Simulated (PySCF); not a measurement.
**ReOCl2: structure of the quartet**

The task is one start of a wider search on ReOCl2: the quartet, from a trigonal planar start. It is relaxed, tested by its Hessian and followed downhill if it is a saddle.

Method: PBE, basis Re def2-SVP with ECP60, O def2-SVP, Cl def2-SVP, scalar-relativistic core potentials, no spin–orbit coupling, density fitting; program: PySCF 2.14.0.

**1. The starting structure**

4 atoms, charge 0, spin multiplicity 4.

Bond lengths: Re1–O2 1.760 Å, Re1–Cl3 2.300 Å, Re1–Cl4 2.300 Å. Angles: O2–Re1–Cl3 120.0°, O2–Re1–Cl4 120.0°, Cl3–Re1–Cl4 120.0°.

```xyz
4
charge 0 multiplicity 4
Re    0.0000    0.0000    0.0000
O    -0.8800   -1.5242    0.0000
Cl    2.3000    0.0000    0.0000
Cl   -1.1500    1.9919    0.0000
```

**2. The SCF at the typed geometry**

The steps below are one call of a driver around PySCF. For each, scf.py gives the equivalent set-up of the SCF; relaxations use the driver's own optimiser. After this first run the driver tries any further starts and a stability analysis.

scf.py reads:

```python
from pyscf import gto, scf, dft
mol = gto.M(atom='''
Re     0.000000     0.000000     0.000000
O     -0.880000    -1.524200     0.000000
Cl     2.300000     0.000000     0.000000
Cl    -1.150000     1.991900     0.000000''',
    basis={'Re': 'def2-SVP', 'O': 'def2-SVP', 'Cl': 'def2-SVP'},
    ecp={'Re': 'def2-SVP'},
    charge=0, spin=3)
mf = dft.UKS(mol, xc='PBE')
mf.grids.atom_grid = (50, 194)
aux = {'Re': 'def2-universal-JKFIT', 'O': 'def2-universal-JKFIT', 'Cl': 'def2-universal-JKFIT'}
mf = mf.density_fit(auxbasis=aux)
mf.conv_tol = 1e-08
mf.diis_space = 10
mf.max_cycle = 60
mf.init_guess = 'minao'
mf.verbose = 4
mf.kernel()
```

Launch:

```sh
$ OMP_NUM_THREADS=2 python axn.py task.json out
```

The runs that follow: Relaxing the quartet from the trigonal planar start; Hessian and properties.

What does the calculation give? Wanted: minimum; geometry; wavenumbers; dipole moment; highest occupied, lowest empty level; polar-tensor charge of Re1; zero-point energy; atomisation energy; ⟨S²⟩.

**Answer**, as computed:

| quantity | value |
| --- | --- |
| minimum | quartet, C2v |
| geometry | Re–Cl 2.271 Å (×2), Re–O 1.726 Å; Cl–Re–Cl 132.5°, Cl–Re–O 113.7° (×2) |
| wavenumbers (cm⁻¹) | 87 (b1), 100 (a1), 186 (b2), 386 (a1), 414 (b2), 959 (a1) |
| dipole moment | 1.29 D |
| highest occupied, lowest empty level (either spin) | -4.99, -4.94 eV |
| polar-tensor charge of Re1 | +1.27 e |
| zero-point energy | 12.7 kJ/mol |
| entropy at 298.15 K | 349.0 J/(mol K) |
| atomisation energy (no zero-point energy) | 1408 kJ/mol |
| ⟨S²⟩ | 3.760 |

The trigonal planar start keeps its C2v symmetry and ends in a minimum. In the infrared the band at 959 cm⁻¹ (a1, stretch) leads. Most of the spin sits on Re1 (Mulliken spin 2.63, against 3 for the whole molecule). Only this shape and spin were tried, so other structures or states may lie lower. Open d and f shells are described by one determinant, and the ground state may have another occupation or spin. Spin–orbit coupling, left out here, can matter for elements this heavy.
